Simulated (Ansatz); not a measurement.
**SiSn3O8: the band gap up the ladder of functionals**

One table from this session's results is given with a row withheld; the runs are named, their logs left out.

Code: Ansatz 0.2.0. PAW datasets, plane waves. These are computed values for a spin-unpolarised cell that may be hypothetical; none is a measurement.

### Starting point

The cell was relaxed beforehand with r2SCAN.

Space group Cmmm (No. 65), orthorhombic; conventional cell a = 6.514 Å, b = 6.529 Å, c = 6.155 Å, 10.91 Å³ an atom. Near Si stand 6 O at 1.82–1.83 Å; near Sn stand 6 O at 2.04–2.07 Å; near O stand 1 Si at 1.83 Å and 2 Sn at 2.05 Å; near O stand 1 Si at 1.82 Å and 2 Sn at 2.07–2.09 Å; near Sn stand 6 O at 2.00–2.09 Å.

As a file:

```
Si Sn O
1.0
     3.25713   -3.26465    0.00000
     3.25713    3.26465    0.00000
     0.00000    0.00000    6.15455
Si Sn O
1 3 8
Direct
  0.50000 0.50000 0.00000
  0.00000 0.00000 0.76096
  0.50000 0.50000 0.50000
  0.00000 0.00000 0.23904
  0.21851 0.21851 0.00000
  0.78149 0.78149 0.00000
  0.68366 0.31634 0.77766
  0.31634 0.68366 0.77766
  0.19232 0.19232 0.50000
  0.80768 0.80768 0.50000
  0.68366 0.31634 0.22234
  0.31634 0.68366 0.22234
```

Set-up of the first run:

The input, input.yaml:

```yaml
crystal:
  lattice:
    - [3.2571296379, -3.2646450989, 0.0]
    - [3.2571296379, 3.2646450989, 0.0]
    - [0.0, 0.0, 6.1545524067]
  atoms:
    - { symbol: Si, position: [0.5, 0.5, 0.0] }
    - { symbol: Sn, position: [0.0, 0.0, 0.7609588627] }
    - { symbol: O, position: [0.2185138689, 0.2185138689, 0.0] }
    - { symbol: O, position: [0.7814861311, 0.7814861311, 0.0] }
    - { symbol: O, position: [0.6836606116, 0.3163393884, 0.7776603983] }
    - { symbol: O, position: [0.3163393884, 0.6836606116, 0.7776603983] }
    - { symbol: Sn, position: [0.5, 0.5, 0.5] }
    - { symbol: Sn, position: [0.0, 0.0, 0.2390411373] }
    - { symbol: O, position: [0.1923248998, 0.1923248998, 0.5] }
    - { symbol: O, position: [0.8076751002, 0.8076751002, 0.5] }
    - { symbol: O, position: [0.6836606116, 0.3163393884, 0.2223396017] }
    - { symbol: O, position: [0.3163393884, 0.6836606116, 0.2223396017] }
kpoints:
  mp_grid: { grid: [6, 6, 4] }
  band_path:
    path:
      - [[0.0, 0.0, 0.0], [-0.5, 0.5, 0.0], [-0.4988502869092, 0.5011497130908, 0.0]]
      - [[0.4988502869092, 0.4988502869092, 0.0], [0.0, 0.0, 0.0], [0.0, 0.0, 0.5], [0.4988502869092, 0.4988502869092, 0.5]]
      - [[-0.4988502869092, 0.5011497130908, 0.5], [-0.5, 0.5, 0.5], [-0.5, 0.5, 0.0]]
      - [[0.0, 0.0, 0.0], [6.670168470974e-19, 0.5, 0.0], [6.670168470974e-19, 0.5, 0.5], [0.0, 0.0, 0.5], [-0.5, 0.5, 0.5]]
    npoints: 10
hamiltonian:
  xc: pbe
scf:
  occupations: { method: fermi_dirac, width: 0.02 }
  n_extra_bands: 7
output:
  forces: true
  stress: true
  eigenvalues: true
```

Among the steps run: PBE bands along the symmetry lines; Single point with r2SCAN; HSE06; PBE+SOC; PBE0.

One table of the session follows, with a row left open; its other results are not shown here.

| level | gap (eV) |
| --- | --- |
| PBE | 1.43 |
| r2SCAN | 2.11 |
| HSE06 | 3.21 |
| PBE+SOC | 1.44 |
| PBE0 | ? |

Q: Estimate the row for PBE0 from the others.

**Answer.** gap (eV): 3.94. In the column «gap (eV)» it is the highest.

Meshes: PBE 6×6×4, r2SCAN 6×6×4, HSE06 4×4×2, PBE+SOC 6×6×4, PBE0 4×4×2

The gap runs from 1.43 eV (PBE) to 3.94 eV (PBE0). Against HSE06, PBE is short by 1.78 eV, at 45 % of it, and r2SCAN 66 %. PBE0 lies 0.73 eV above HSE06, which differs from it by screening the long-range exchange.

Caveats from the session: Warnings in the runs' records: stress scf threshold loose, stress exchange threshold loose.
